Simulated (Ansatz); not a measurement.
What does this script print? It uses Ansatz's Python interface.

Script `run_lattice.py`:
```python
'''Relaxed cell of Sn under several functionals.'''

import warnings

import ansatz
from ase import Atoms
import numpy as np

def edges_and_angles(cell):
    cell = np.asarray(cell)
    a, b, c = np.linalg.norm(cell, axis=1)
    cosines = cell[1] @ cell[2] / (b * c), cell[0] @ cell[2] / (a * c), cell[0] @ cell[1] / (a * b)
    return (a, b, c, *np.degrees(np.arccos(cosines)))


def main() -> None:
    warnings.simplefilter('ignore', ansatz.DeckWarning)

    atoms = Atoms(
        ['Sn', 'Sn'],
        scaled_positions=[
            [0.0, 0.0, 0.0],
            [0.75, 0.25, 0.5],
        ],
        cell=[
            [-2.91964, 2.91964, 1.5938],
            [2.91964, -2.91964, 1.5938],
            [2.91964, 2.91964, -1.5938],
        ],
        pbc=True,
    )
    structure = ansatz.Crystal.from_ase(atoms)

    calc = structure.calculation()
    calc = calc.basis(510)
    calc = calc.kpoints(12, 12, 12).occupations('Fermi-Dirac', width=0.1)
    calc = calc.relax(cell=True)

    levels = [('lda', 'none'), ('pbesol', 'none'), ('r2scan', 'none')]
    print('level            a       b       c    alpha   beta  gamma  V/atom  steps')
    for name, dispersion in levels:
        seen = []
        run = calc.functional(name, dispersion=dispersion).session().plan()
        res = run.execute(on_event=lambda e: seen.append(e) if e['event'] == 'relax_step' else None)
        cell = res.lattice.cell_ang
        label = name if dispersion == 'none' else f'{name}+{dispersion}'
        print('{:13s} {:7.4f} {:7.4f} {:7.4f} {:6.2f} {:6.2f} {:6.2f}'.format(label, *edges_and_angles(cell)), f'{abs(np.linalg.det(cell)) / len(res.lattice.sites):7.3f} {len(seen):5d}')


if __name__ == '__main__':
    main()
```

```console
$ python run_lattice.py
level            a       b       c    alpha   beta  gamma  V/atom  steps
lda            4.3766  4.3766  4.3766  97.37  97.37 138.02  26.176     5
pbesol         4.4151  4.4151  4.4151  97.38  97.38 138.00  26.881     4
r2scan         4.4518  4.4518  4.4518  97.41  97.41 137.91  27.599     4
```

From smallest to largest: LDA (26.18 Å³ an atom, -3.7 % against the start), PBEsol (26.88 Å³ an atom, -1.1 % against the start) and r2SCAN (27.60 Å³ an atom, +1.6 % against the start). The spread is 5.4 % in volume.

What to keep in mind:
- Forces vanish by symmetry, so the ions can't move, and the end may be a saddle.
- Edges and angles are those of the cell as typed, here a primitive one, not of the conventional cell.
- Hardware and time: 2.4 min on 1 thread of Arm Neoverse V2, on a shared host, peak memory 0.79 GiB.
